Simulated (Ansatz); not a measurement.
# GaP: the cost of one run

Method: DFT LDA, scalar-relativistic, plane waves, PAW, in Ansatz 0.2.0.

## (1) The starting structure

Symmetry: F-43m, No. 216, cubic system. The conventional cell has a = 5.451 Å, b = 5.451 Å, c = 5.451 Å, α = 90.00°, β = 90.00°, γ = 90.00°. Ga (site symmetry -43m) is surrounded by 4 P at 2.36 Å. P (site symmetry -43m) has 4 Ga at 2.36 Å as nearest neighbours.

Coordinates:

```
CELL_PARAMETERS angstrom
0.00000 2.72525 2.72525
2.72525 0.00000 2.72525
2.72525 2.72525 0.00000
ATOMIC_POSITIONS crystal
Ga 0.00000 0.00000 0.00000
P 0.25000 0.25000 0.25000
```

## (2) Relaxing cell and atoms: GaP, no spin

input.yaml

```yaml
crystal:
  lattice:
    - [0.0, 2.72525, 2.72525]
    - [2.72525, 0.0, 2.72525]
    - [2.72525, 2.72525, 0.0]
  atoms:
    - { symbol: Ga, position: [0.0, 0.0, 0.0] }
    - { symbol: P, position: [0.25, 0.25, 0.25] }
scf:
  occupations: { method: fixed }
output:
  forces: true
  stress: true
  eigenvalues: true
hamiltonian:
  xc: lda
kpoints:
  mp_grid: { grid: [10, 10, 10] }
relax:
  f_tol: 0.002
  cell: { stress_tol: 0.02 }
```

Launch:

```sh
> ansatz run input.yaml --threads 4 --pin off --max-ram 12288MiB --backend cpu --events-out ev --progress --plain --runs-dir out
```

Q: Estimate wall time and peak memory on 4 threads of Intel Xeon 6975P-C (Granite Rapids), shared host.

About 3.2 s, with a peak of 0.39 GiB.
